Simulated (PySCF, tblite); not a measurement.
# C₄H₇GeNO: geometry, infrared bands and NMR shifts

What infrared bands and NMR shifts should C₄H₇GeNO (`N#C[C@@H]1[GeH2][CH2][C@H]1O`) show?

Computed with tblite 0.8.0 and PySCF 2.14.0, with density-fitted response routines of our own, on a single molecule in the gas phase. Atoms count from 0, in the outputs and in this text.

## (1) The molecule as given

14 atoms, charge 0, multiplicity 1; geometry from: force field or distance geometry start.

Bonds of the start (Å): N0–C1 1.16, C1–C2 1.45, C2–Ge3 1.91, Ge3–C4 1.94, C4–C5 1.50, C5–O6 1.39, C5–C2 1.51, C2–H7 1.13, Ge3–H8 1.53, Ge3–H9 1.54, C4–H10 1.12, C4–H11 1.11, C5–H12 1.13, O6–H13 1.00.

## (2) Relaxing the molecule with GFN2-xTB

What the job is given:

```
{"job": {"kind": "relax", "xc": "GFN2-xTB", "basis": "xTB"}, "charge": 0, "multiplicity": 1}
N      0.055200     2.526100     1.944100
C     -0.091300     1.817400     1.037400
C     -0.227600     0.899800    -0.077400
Ge    -1.543100    -0.455600     0.228100
C     -0.018700    -1.343800    -0.578800
C      0.824000    -0.184100    -0.153200
O      1.833500     0.219200    -1.015200
H     -0.403400     1.428500    -1.060800
H     -2.734500    -0.478400    -0.727100
H     -1.794600    -0.883000     1.690800
H     -0.074000    -1.441000    -1.693800
H      0.282600    -2.265400    -0.030700
H      1.242700    -0.295500     0.894000
H      2.648400     0.455300    -0.479700
```

Run with:

```bash
$ OMP_NUM_THREADS=1 python probes_run.py task.json out
```

One launch serves the whole session: the jobs run in the order shown.

The log of the run:

```text
step      E/eV     max force
  0    -569.86317    2.961
  1    -570.13862    3.704
  2    -570.03751    6.837
  3    -570.27404    1.215
  4    -570.31684    0.606
  5    -570.36526    0.885
  6    -570.38562    0.406
  7    -570.40201    0.291
  8    -570.42232    0.556
  9    -570.43833    0.529
 10    -570.44794    0.282
 11    -570.45352    0.172
 12    -570.45790    0.268
 13    -570.46176    0.239
 14    -570.46453    0.116
 15    -570.46599    0.097
 16    -570.46692    0.099
 17    -570.46809    0.123
 18    -570.46986    0.138
 19    -570.47203    0.142
 20    -570.47416    0.125
 21    -570.47619    0.152
 22    -570.47832    0.153
 23    -570.48069    0.136
 24    -570.48310    0.126
 25    -570.48502    0.111
 26    -570.48640    0.132
 27    -570.48745    0.155
 28    -570.48805    0.201
 29    -570.48932    0.104
 30    -570.49012    0.057
 31    -570.49062    0.048
 32    -570.49099    0.053
 33    -570.49140    0.053
 34    -570.49178    0.053
 35    -570.49202    0.038
 36    -570.49216    0.025
 37    -570.49226    0.026
 38    -570.49235    0.032
 39    -570.49245    0.032
 40    -570.49255    0.035
 41    -570.49267    0.038
 42    -570.49281    0.041
 43    -570.49295    0.039
 44    -570.49304    0.028
 45    -570.49310    0.019
 46    -570.49316    0.023
 47    -570.49322    0.030
 48    -570.49328    0.024
 49    -570.49332    0.017
 50    -570.49335    0.015
 51    -570.49336    0.013
 52    -570.49338    0.013
 53    -570.49341    0.013
 54    -570.49344    0.019
 55    -570.49347    0.018
 56    -570.49350    0.012
 57    -570.49352    0.010
 58    -570.49353    0.012
 59    -570.49355    0.013
 60    -570.49358    0.013
 61    -570.49360    0.016
 62    -570.49363    0.016
 63    -570.49365    0.014
 64    -570.49368    0.011
 65    -570.49369    0.010
```

Wall time 0.55 s (1 thread of Arm Neoverse N1, shared host).

Relaxation path: (not every step is listed) (the energy doesn't fall at every step)

```
step  energy from step 0 (eV)  largest force (eV/Å)
   0                   0.0000                2.9614
   1                  -0.2754                3.7045
   2                  -0.1743                6.8373
   3                  -0.4109                1.2153
   4                  -0.4537                0.6058
   5                  -0.5021                0.8852
   6                  -0.5225                0.4061
   7                  -0.5388                0.2908
   8                  -0.5592                0.5557
  13                  -0.5986                0.2389
  18                  -0.6067                0.1382
  23                  -0.6175                0.1361
  28                  -0.6249                0.2005
  33                  -0.6282                0.0533
  38                  -0.6292                0.0323
  43                  -0.6298                0.0387
  48                  -0.6301                0.0242
  53                  -0.6302                0.0130
  58                  -0.6304                0.0121
  60                  -0.6304                0.0135
  61                  -0.6304                0.0164
  62                  -0.6305                0.0164
  63                  -0.6305                0.0142
  64                  -0.6305                0.0110
  65                  -0.6305                0.0099
```

Distances of close pairs at the start and the end, largest changes first:

```csv
bond,before (Å),after (Å),change (Å)
C2–Ge3,1.913,2.013,+0.099
C2–C5,1.512,1.560,+0.048
Ge3–C4,1.940,1.984,+0.044
C4–C5,1.495,1.538,+0.042
Ge3–H9,1.544,1.504,-0.040
O6–H13,1.003,0.963,-0.040
C2–H7,1.130,1.093,-0.037
C5–H12,1.133,1.100,-0.034
```

The final coordinates are the input of the step that follows.

## (3) Infrared spectrum with GFN2-xTB

What the job is given:

```
{"job": {"kind": "ir", "xc": "GFN2-xTB", "basis": "xTB"}, "charge": 0, "multiplicity": 1}
N      0.180464     2.586282     1.904274
C     -0.020539     1.859836     1.040487
C     -0.233073     0.911132     0.007071
Ge    -1.620896    -0.537884     0.167300
C      0.022017    -1.409689    -0.522753
C      0.859767    -0.198632    -0.079521
O      1.884367     0.067305    -0.994806
H     -0.317514     1.416340    -0.958846
H     -2.850993    -0.419624    -0.697098
H     -2.023431    -0.856859     1.581157
H      0.028610    -1.462726    -1.611017
H      0.374042    -2.358533    -0.128542
H      1.269813    -0.369639     0.926223
H      2.446690     0.772219    -0.656096
```

The log of the run:

```text
mode    cm-1     km/mol
  1      72.9      5.90
  2     110.7      4.24
  3     161.9      8.19
  4     306.8     51.30
  5     326.2     42.84
  6     339.8     76.58
  7     400.8     24.11
  8     419.7     11.12
  9     445.4      7.25
 10     464.6      1.27
 11     531.8     31.94
 12     556.1    154.10
 13     641.0     30.63
 14     673.7     28.66
 15     751.8     39.74
 16     803.3    221.97
 17     896.2     31.69
 18     997.0     11.70
 19    1016.2     11.37
 20    1048.6     87.52
 21    1057.2     24.27
 22    1119.7     35.83
 23    1164.4     54.30
 24    1196.4     11.75
 25    1232.1     98.56
 26    1295.9     67.41
 27    1341.1      8.13
 28    1432.8      5.80
 29    1912.2    225.98
 30    2002.8    461.29
 31    2379.3    325.96
 32    2863.7     67.49
 33    2931.5     15.83
 34    2986.7     14.31
 35    3013.1     22.34
 36    3548.4     10.42
```

It took 0.62 s on 1 thread of Arm Neoverse N1, shared host.

The strongest bands and the atoms that carry them (share of the mass-weighted mode):

| cm⁻¹ | km/mol | atoms |
| --- | --- | --- |
| 340 | 76.6 | H13 30 %, O6 27 %, Ge3 14 % |
| 556 | 154.1 | H9 53 %, H8 31 % |
| 803 | 222.0 | H9 50 %, H8 46 % |
| 1049 | 87.5 | C5 24 %, H10 22 %, H7 18 %, C2 13 % |
| 1232 | 98.6 | H13 37 %, H12 24 %, H10 13 %, C5 10 % |
| 1912 | 226.0 | H8 70 %, H9 29 % |
| 2003 | 461.3 | H9 69 %, H8 29 % |
| 2379 | 326.0 | C1 60 %, N0 39 % |

## (4) NMR shieldings: PBE0/pcSseg-1

The job, as its differences from that of step 3:

```diff
@@ -1,2 +1,2 @@
-{"job": {"kind": "ir", "xc": "GFN2-xTB", "basis": "xTB"}, "charge": 0, "multiplicity": 1}
+{"job": {"kind": "nmr", "xc": "PBE0", "basis": "pcSseg-1"}, "charge": 0, "multiplicity": 1}
 N      0.180464     2.586282     1.904274
```

Level: GIAO PBE0/pcSseg-1 NMR shielding, non-relativistic, gas phase.

The log of the run:

```text
coarse grid: 55744 points
cycle   1  E = -2362.5734255756  dE =  3.387e-01  |g| = 1.120e+00  |ddm| = 3.610e+00
cycle   2  E = -2362.3255409278  dE =  2.479e-01  |g| = 1.550e+00  |ddm| = 1.957e+00
cycle   3  E = -2362.6972663484  dE = -3.717e-01  |g| = 3.796e-01  |ddm| = 1.474e+00
cycle   4  E = -2362.7246334495  dE = -2.737e-02  |g| = 1.207e-01  |ddm| = 3.204e-01
cycle   5  E = -2362.7273667539  dE = -2.733e-03  |g| = 3.033e-02  |ddm| = 1.098e-01
cycle   6  E = -2362.7275266393  dE = -1.599e-04  |g| = 6.127e-03  |ddm| = 2.664e-02
cycle   7  E = -2362.7275323643  dE = -5.725e-06  |g| = 1.489e-03  |ddm| = 6.054e-03
final grid: 117680 points
cycle   8  E = -2362.7275501385  dE =  2.185e-07  |g| = 1.893e-03  |ddm| = 3.423e-03
cycle   9  E = -2362.7275492667  dE =  8.718e-07  |g| = 2.771e-03  |ddm| = 3.800e-03
cycle  10  E = -2362.7275509315  dE = -1.665e-06  |g| = 4.469e-04  |ddm| = 2.255e-03
cycle  11  E = -2362.7275509730  dE = -4.141e-08  |g| = 1.156e-04  |ddm| = 3.900e-04
cycle  12  E = -2362.7275509756  dE = -2.669e-09  |g| = 1.171e-05  |ddm| = 9.387e-05
cycle  13  E = -2362.7275509756  dE = -2.137e-11  |g| = 3.145e-06  |ddm| = 1.112e-05
converged SCF energy = -2362.7275509756

GIAO shielding tensors (ppm)
atom      isotropic    diamagn.    paramagn.     s11        s22        s33       span
  0 N      -32.943     340.921    -373.864   -191.327   -176.139    268.638    459.965
  1 C       61.435     258.316    -196.881    -56.558    -54.088    294.953    351.511
  2 C      159.549     253.669     -94.119    139.057    151.253    188.338     49.281
  3 Ge    1513.648    2755.183   -1241.536   1381.654   1528.530   1630.760    249.106
  4 C      160.036     250.239     -90.203    131.544    155.960    192.604     61.060
  5 C      110.036     243.942    -133.906     86.650    105.430    138.027     51.376
  6 O      249.403     386.633    -137.230    210.011    251.075    287.123     77.113
  7 H       29.271      29.998      -0.728     26.034     28.877     32.902      6.868
  8 H       27.062      28.059      -0.997     20.613     21.632     38.940     18.327
  9 H       27.225      28.508      -1.284     21.031     22.363     38.280     17.249
 10 H       29.559      29.726      -0.167     26.183     27.807     34.687      8.504
 11 H       29.473      29.545      -0.072     25.065     26.157     37.198     12.134
 12 H       27.018      31.495      -4.477     24.068     28.028     28.957      4.889
 13 H       29.907      31.380      -1.473     21.160     26.834     41.726     20.566
```

It took 41 s on 1 thread of Arm Neoverse N1, shared host; peak memory 0.85 GiB.

Shifts follow as δ = σ(reference) − σ, with reference shieldings (ppm) from runs at the same level and on the same kind of geometry: ¹H TMS 31.72, ¹³C TMS 186.9, ¹⁵N NH3 267.7, ¹⁷O H2O 336.1, ⁷³Ge GeMe4 1331. The references are single molecules in the gas phase, so shifts against H2O, NH3, PH3, H3PO4 or CFCl3 are not on the usual liquid scales and can be off by tens of ppm.

```csv
atoms,environment,σ (ppm),δ (ppm)
C1,nitrile carbon,61.4,125.5
C5,sp3 CH bonded to O,110.0,76.9
C2,"sp3 CH bonded to Ge, α to a nitrile",159.5,27.4
C4,sp3 CH2 bonded to Ge,160.0,26.9
H12,hydrogen on an sp3 CH bonded to O,27.02,4.70
H8,"hydrogen on a germanium bonded to 2 C, in a 4-membered ring",27.06,4.66
H9,"hydrogen on a germanium bonded to 2 C, in a 4-membered ring",27.22,4.49
H7,"hydrogen on an sp3 CH bonded to Ge, α to a nitrile",29.27,2.45
H11,hydrogen on an sp3 CH2 bonded to Ge,29.47,2.24
H10,hydrogen on an sp3 CH2 bonded to Ge,29.56,2.16
H13,hydrogen on an alcohol oxygen,29.91,1.81
N0,nitrile nitrogen,-32.9,300.7
Ge3,"germanium bonded to 2 C, 2 H, in a 4-membered ring",1514,-183
O6,alcohol oxygen,249.4,86.7
```

Charges from the same density, by scheme (e):

```csv
atoms,Mulliken,IAO,Hirshfeld,ESP fit
N0,-0.26,-0.27,-0.25,-0.49
C1,0.16,0.13,0.06,0.36
C2,-0.51,-0.41,-0.10,-0.38
Ge3,0.44,0.63,0.37,0.40
C4,-0.38,-0.51,-0.15,-0.54
C5,0.10,0.12,0.05,0.47
O6,-0.42,-0.54,-0.22,-0.64
```

Mayer bond orders: N0–C1 3.05, C1–C2 0.99, C2–Ge3 0.83, Ge3–C4 0.97, C4–C5 0.97, C5–O6 0.97, C5–C2 0.90.

Ring of atoms C2, Ge3, C4, C5: NICS(0) -3.9, NICS(1) -2.5, NICS(1)zz 3.8 ppm (means of both faces).

## (5) Outcome

```
                                 quantity                                         value
strongest single infrared mode (GFN2-xTB)                         2003 cm⁻¹, 461 km/mol
             zero-point energy (GFN2-xTB)                                 60.7 kcal/mol
   ¹³C shifts against TMS (PBE0/pcSseg-1)                   125.5, 76.9, 27.4, 26.9 ppm
    ¹H shifts against TMS (PBE0/pcSseg-1)  4.70, 4.66, 4.49, 2.45, 2.24, 2.16, 1.81 ppm
   ¹⁵N shifts against NH3 (PBE0/pcSseg-1)                                     300.7 ppm
⁷³Ge shifts against GeMe4 (PBE0/pcSseg-1)                                      -183 ppm
   ¹⁷O shifts against H2O (PBE0/pcSseg-1)                                      86.7 ppm
```

What this shows: Relaxing lowered the energy by 0.631 eV in 65 steps; the close pair that moved most is C2–Ge3, from 1.913 to 2.013 Å. No mode is imaginary among the 36: a minimum at this level. The strongest single mode, at 2003 cm⁻¹, moves mainly H9. GFN2-xTB is a fitted tight-binding method: band positions and strengths are rough. Its intensities can rank the bands wrongly. The most deshielded carbon is C1 (nitrile carbon), at 125.5 ppm: C≡N carbons fall here, among the sp2 signals but without a proton. H12 (hydrogen on an sp3 CH bonded to O) lies farthest downfield among hydrogen, at 4.70 ppm; its carbon carries O, hence the downfield position. At PBE0/pcSseg-1: Shielding is most anisotropic at N0 (span 460 ppm, paramagnetic term -374 ppm). Spin-orbit coupling is left out, which matters for shieldings and couplings at and beside the heavy atoms.
